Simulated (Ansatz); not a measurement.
# FH5O3Si: the cost of one run

Method: RKS B3LYP-D4/def2-SVP, in Ansatz 0.2.0.

### Step 1. The structure to begin with

Bond lengths: Si1–F2 1.940 Å, Si1–H3 1.460 Å, Si1–O4 1.679 Å, O4–H5 1.010 Å, Si1–O6 1.679 Å, O6–H7 1.010 Å, Si1–O8 1.980 Å, O8–H9 1.010 Å. Angles: F2–Si1–H3 109.5°, F2–Si1–O4 109.5°, F2–Si1–O6 109.5°, F2–Si1–O8 71.6°, H3–Si1–O4 109.5°, H3–Si1–O6 109.5°, H3–Si1–O8 67.2°, O4–Si1–O6 109.5°, O4–Si1–O8 176.6°, O6–Si1–O8 72.8°, Si1–O4–H5 109.5°, Si1–O6–H7 109.5°, Si1–O8–H9 109.5°.

As a file:

```xyz
10

Si    0.0000    0.0000    0.0000
F     0.0000    0.0000    1.9400
H     1.3768    0.0000   -0.4862
O    -0.7913    1.3709   -0.5594
H    -1.7491    1.1401   -0.7818
O    -0.7913   -1.3709   -0.5594
H    -1.2459   -1.8365    0.2129
O     1.0334   -1.5693    0.6243
H     0.4671   -2.4013    0.5398
H     0.6321   -0.9599    1.6846
```

### Step 2. Pulling towards end A

Springs on the bonds that form and break draw the guess towards this end; the thresholds are loose.

input.yaml reads:

```yaml
crystal:
  periodic: [false, false, false]
  atoms:
    - { symbol: Si, position_ang: [0.0, 0.0, 0.0] }
    - { symbol: F, position_ang: [0.0, 0.0, 1.94] }
    - { symbol: H, position_ang: [1.3768, 0.0, -0.4862] }
    - { symbol: O, position_ang: [-0.7913, 1.3709, -0.5594] }
    - { symbol: H, position_ang: [-1.7491, 1.1401, -0.7818] }
    - { symbol: O, position_ang: [-0.7913, -1.3709, -0.5594] }
    - { symbol: H, position_ang: [-1.2459, -1.8365, 0.2129] }
    - { symbol: O, position_ang: [1.0334, -1.5693, 0.6243] }
    - { symbol: H, position_ang: [0.4671, -2.4013, 0.5398] }
    - { symbol: H, position_ang: [0.6321, -0.9599, 1.6846] }
basis:
  gaussian: { orbitals: def2-SVP }
hamiltonian:
  xc: b3lyp
  dispersion: d4
relax:
  f_tol: 0.15
  max_steps: 25
  restrain:
    - { distance: [0, 7], at: 2.88, k: 30.0 }
    - { distance: [9, 1], at: 2.12, k: 30.0 }
    - { distance: [0, 1], at: 1.59, k: 30.0 }
    - { distance: [9, 7], at: 1.01, k: 30.0 }
output:
  orbitals: {}
```

On the command line:

```console
$ ansatz run input.yaml --threads 2 --pin off --max-ram 3072MiB --backend cpu --events-out ev --progress --plain --runs-dir out
```

What time and memory should one allow on 2 threads of Arm Neoverse V1, shared host?

About 18 s, with a peak of 0.2 GiB.
